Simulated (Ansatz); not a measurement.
# CH8O2Si: the cost of one run

Method: RKS PBE-D4/def2-SVP, in Ansatz 0.2.0.

### Step 1. The structure to begin with

Bond lengths: Si1–C2 2.176 Å, Si1–H3 1.461 Å, Si1–H4 1.472 Å, Si1–O5 1.617 Å, Si1–O7 2.071 Å, C2–H8 1.084 Å, C2–H9 1.085 Å, C2–H10 1.099 Å, O5–H11 0.955 Å, O7–H12 0.956 Å. Angles (14 of 18 angles, heavy atoms first): C2–Si1–O5 115.9°, C2–Si1–O7 76.0°, O5–Si1–O7 88.2°, Si1–C2–H8 97.9°, Si1–C2–H9 98.0°, Si1–C2–H10 139.4°, C2–Si1–H3 117.6°, C2–Si1–H4 90.5°, H3–Si1–O5 122.6°, H3–Si1–O7 85.8°, H4–Si1–O5 94.4°, H4–Si1–O7 165.9°, Si1–O5–H11 118.5°, Si1–O7–H12 121.4°.

As a file:

```xyz
12

Si   -0.7817    0.4858    0.2657
C     0.4834   -1.2822    0.3611
H    -1.8389    0.5073   -0.7425
H    -1.4689    0.0769    1.5013
O    -0.1624    1.8343    0.9083
H     0.7234   -0.3500   -0.6514
O     0.5274    0.7194   -1.3219
H     0.7988   -1.1848    1.3933
H    -0.2985   -2.0312    0.2969
H     1.3459   -1.7206   -0.1605
H     0.4257    2.3645    0.3742
H     0.2458    0.5807   -2.2245
```

### Step 2. A restrained relaxation towards end A

Springs on the bonds that form and break draw the guess towards this end; the thresholds are loose.

input.yaml

```yaml
crystal:
  periodic: [false, false, false]
  atoms:
    - { symbol: Si, position_ang: [-0.7817, 0.4858, 0.2657] }
    - { symbol: C, position_ang: [0.4834, -1.2822, 0.3611] }
    - { symbol: H, position_ang: [-1.8389, 0.5073, -0.7425] }
    - { symbol: H, position_ang: [-1.4689, 0.0769, 1.5013] }
    - { symbol: O, position_ang: [-0.1624, 1.8343, 0.9083] }
    - { symbol: H, position_ang: [0.7234, -0.35, -0.6514] }
    - { symbol: O, position_ang: [0.5274, 0.7194, -1.3219] }
    - { symbol: H, position_ang: [0.7988, -1.1848, 1.3933] }
    - { symbol: H, position_ang: [-0.2985, -2.0312, 0.2969] }
    - { symbol: H, position_ang: [1.3459, -1.7206, -0.1605] }
    - { symbol: H, position_ang: [0.4257, 2.3645, 0.3742] }
    - { symbol: H, position_ang: [0.2458, 0.5807, -2.2245] }
basis:
  gaussian: { orbitals: def2-SVP }
hamiltonian:
  xc: pbe
  dispersion: d4
relax:
  f_tol: 0.15
  max_steps: 25
  restrain:
    - { distance: [0, 6], at: 3.07, k: 30.0 }
    - { distance: [5, 1], at: 2.37, k: 30.0 }
    - { distance: [0, 1], at: 1.87, k: 30.0 }
    - { distance: [5, 6], at: 0.97, k: 30.0 }
output:
  orbitals: {}
```

Launch:

```bash
$ ansatz run input.yaml --threads 2 --pin off --max-ram 3072MiB --backend cpu --events-out ev --progress --plain --runs-dir out
```

**Question.** How long does this run take on 2 threads of Intel Xeon Platinum 8488C (Sapphire Rapids), shared host, and how much memory does it need?

About 13 s, with a peak of 0.15 GiB.
